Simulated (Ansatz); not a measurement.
**SiNH4O (SMILES N[SiH]O) at UCCSD/6-311+G(d,p)**

What is the electronic atomisation energy of SiNH4O at UCCSD/6-311+G**? 

The results are computed with Ansatz 0.2.0.

53 further runs of the same task are left out: 53 set aside as unsound or not needed.

### 1 The system as given

The species is SiNH4O (7 atoms), meant as a doublet with charge 0. As SMILES, `N[SiH]O`. Geometry: relaxed at PBE0-D4/def2-TZVP. This is one conformer, not always the lowest.

Bond lengths: N1–Si2 1.723 Å, Si2–O3 1.649 Å, N1–H4 1.008 Å, N1–H5 1.009 Å, Si2–H6 1.500 Å, O3–H7 0.961 Å. Angles: N1–Si2–O3 109.4°, N1–Si2–H6 104.3°, O3–Si2–H6 112.7°, Si2–N1–H4 120.5°, Si2–N1–H5 118.7°, Si2–O3–H7 115.8°, H4–N1–H5 110.8°.

### 2 A single-point energy at UCCSD/6-311+G(d,p)

Input file job.yaml:

```yaml
crystal:
  periodic: [false, false, false]
  atoms:
    - {symbol: "N", position_ang: [-0.694900, 0.548300, -0.575200]}
    - {symbol: Si, position_ang: [0.293100, 0.159000, 0.781300]}
    - {symbol: O, position_ang: [1.622900, -0.672400, 0.270300]}
    - {symbol: H, position_ang: [-0.355900, 1.168100, -1.294800]}
    - {symbol: H, position_ang: [-1.685800, 0.673200, -0.432900]}
    - {symbol: H, position_ang: [-0.599100, -0.661900, 1.664700]}
    - {symbol: H, position_ang: [1.480900, -1.282400, -0.459000]}
basis:
  gaussian:
    orbitals: 6-311+G_st__st_-spherical.json
magnetization:
  spin_polarized: true
  initial_magnetization: 1
correlation:
  method: ccsd
  frozen_orbitals: {H: 0, "N": 1, O: 1, Si: 5}
accuracy: high
scf:
  omitted_lower_state_checks: [cluster_reference, increment]
```

The basis set 6-311+G** is read from a file made from the Basis Set Exchange's data (not shown).

On the command line:

```sh
ansatz run job.yaml --threads 1 --pin off --max-ram 3480MiB --events-out events.jsonl --progress --plain --runs-dir runs
```

Log (excerpt; [...] marks lines left out):

```text
Warning: RAYON_NUM_THREADS=1 ignored (pool sized by the plan → 1); use --threads N
Functional definition: HF
  name "HF"
[...]
1830 factors; integrals over basis functions are off by at most 4.2e-9 eV
[...]
mean field -11446.50281838 eV, -420.6512198572 hartree, gradient 2.8e-8 eV, S^2 0.753827; 0 other end points of the search recorded, 0 dependent functions left out
7 core orbitals not correlated: weight in the atoms' cores, before any rotation towards them, 1.000 or more for the frozen orbitals, at most 0.000 for the correlated occupied ones
reference -11446.50281838 eV, -420.6512198572 hartree; 10, 9 occupied and 81, 82 virtual orbitals, 1830 factors
second order -12.90536043 eV of doubles, -0.00000000 eV of singles
cycle   1  -13.10370988 eV  change   -2.0e-1 eV  update   8.2e-2
[...]
cycle  24  -13.52680592 eV  change   -1.1e-9 eV  update   1.2e-9
Total energy: -11460.02962430 eV, -421.1483208059 hartree
Checks for a lower state left out: cluster_reference, increment
```

Wall time 29 s (1 thread of Intel Xeon 6975P-C (Granite Rapids), shared host); peak memory 1.3 GiB.

### 3 The H atom: a single-point energy at UHF/6-311+G(d,p)

Input file molecule.yaml:

```yaml
basis:
  gaussian:
    orbitals: 6-311+G_st__st_.json
crystal:
  periodic: [false, false, false]
  atoms:
    - symbol: H
      position_ang: [0.000000, 0.000000, 0.000000]
accuracy: high
magnetization:
  spin_polarized: true
  initial_magnetization: 1
hamiltonian:
  xc: hf
```

The basis set 6-311+G** is read from a file made from the Basis Set Exchange's data (not shown).

On the command line:

```sh
ansatz run molecule.yaml --threads 1 --pin off --max-ram 3480MiB --events-out events.jsonl --progress --plain --runs-dir runs
```

Log:

```text
Warning: RAYON_NUM_THREADS=1 ignored (pool sized by the plan → 1); use --threads N
[... 2 set-up lines as earlier in the session ...]
  exchange = exact_x
  correlation = 0
21 factors; integrals over basis functions are off by at most 2.7e-9 eV
mean field evaluation 1: about -13.5530 eV, gradient 1.7e0 eV
mean field evaluation 2: about -13.5530 eV, gradient 1.7e0 eV
mean field evaluation 4: about -13.6006 eV, gradient 3.0e-3 eV
mean field evaluation 8: about -13.6005 eV, gradient 1.7e-12 eV
mean field -13.60051793 eV, -0.4998098153 hartree, gradient 8.0e-8 eV, S^2 0.750000; 0 other end points of the search recorded, 0 dependent functions left out
reference -13.60051793 eV, -0.4998098153 hartree; 1, 0 occupied and 5, 6 virtual orbitals, 21 factors
Total energy: -13.60051793 eV, -0.4998098153 hartree
```

It took 0.04 s on 1 thread of Intel Xeon 6975P-C (Granite Rapids), shared host.

### 4 The N atom, same level

Input file job.yaml:

```yaml
crystal:
  periodic: [false, false, false]
  atoms:
    - {symbol: N, position_ang: [0.000000, 0.000000, 0.000000]}
basis:
  gaussian: {orbitals: 6-311+G_st__st_.json}
correlation: {method: ccsd, frozen_orbitals: {"N": 1}}
total_charge: 0
scf: {omitted_lower_state_checks: [cluster_reference, increment]}
magnetization: {spin_polarized: true, initial_magnetization: 3}
accuracy: high
```

The basis set 6-311+G** is read from a file made from the Basis Set Exchange's data (not shown).

Run the same way, it converges to -54.49223 Eh (log not shown).

### 5 The O atom

Input file input.yaml:

```yaml
crystal:
  periodic: [false, false, false]
  atoms:
    - {symbol: O, position_ang: [0.000000, 0.000000, 0.000000]}
basis:
  gaussian:
    orbitals: 6-311+G_st__st_.json
scf:
  omitted_lower_state_checks: [cluster_reference, increment]
magnetization:
  spin_polarized: true
  initial_magnetization: 2
accuracy: high
correlation:
  method: ccsd
  frozen_orbitals: {O: 1}
```

The basis set 6-311+G** is read from a file made from the Basis Set Exchange's data (not shown).

Run the same way, it converges to -74.93665 Eh (log not shown).

### 6 The Si atom, same level

Input file molecule.yaml:

```yaml
crystal:
  periodic: [false, false, false]
  atoms:
    - {symbol: Si, position_ang: [0.000000, 0.000000, 0.000000]}
basis:
  gaussian:
    orbitals: 6-311+G_st__st_-spherical.json
magnetization:
  spin_polarized: true
  initial_magnetization: 2
correlation:
  method: ccsd
  frozen_orbitals: {Si: 5}
accuracy: high
scf:
  omitted_lower_state_checks: [cluster_reference, increment]
```

The basis set 6-311+G** is read from a file made from the Basis Set Exchange's data (not shown).

Run the same way, it converges to -288.90863 Eh (log not shown).

### 7 Outcome

Level: UCCSD/6-311+G**, 7 core orbitals frozen.

| quantity | value |
| --- | --- |
| molecule: total energy | -421.14832 Eh |
| molecule: correlation energy (7 core orbitals frozen) | -497.1 mEh |
| molecule: ⟨S²⟩ of the reference determinant | 0.754 |
| molecule: T1 diagnostic | 0.015 |
| H atom: total energy | -0.49981 Eh |
| H atom: ⟨S²⟩ | 0.750 |
| N atom: total energy | -54.49223 Eh |
| N atom: correlation energy (1 core orbital frozen) | -93.3 mEh |
| N atom: ⟨S²⟩ of the reference determinant | 3.758 |
| N atom: T1 diagnostic | 0.007 |
| O atom: total energy | -74.93665 Eh |
| O atom: correlation energy (1 core orbital frozen) | -129.2 mEh |
| O atom: ⟨S²⟩ of the reference determinant | 2.008 |
| O atom: T1 diagnostic | 0.008 |
| Si atom: total energy | -288.90863 Eh |
| Si atom: correlation energy (5 core orbitals frozen) | -58.1 mEh |
| Si atom: ⟨S²⟩ of the reference determinant | 2.006 |
| Si atom: T1 diagnostic | 0.010 |
| electronic atomisation energy | 22.084 eV |

Taking the molecule apart into free atoms costs 22.08 eV (509 kcal/mol), before zero-point energy and without spin-orbit coupling.
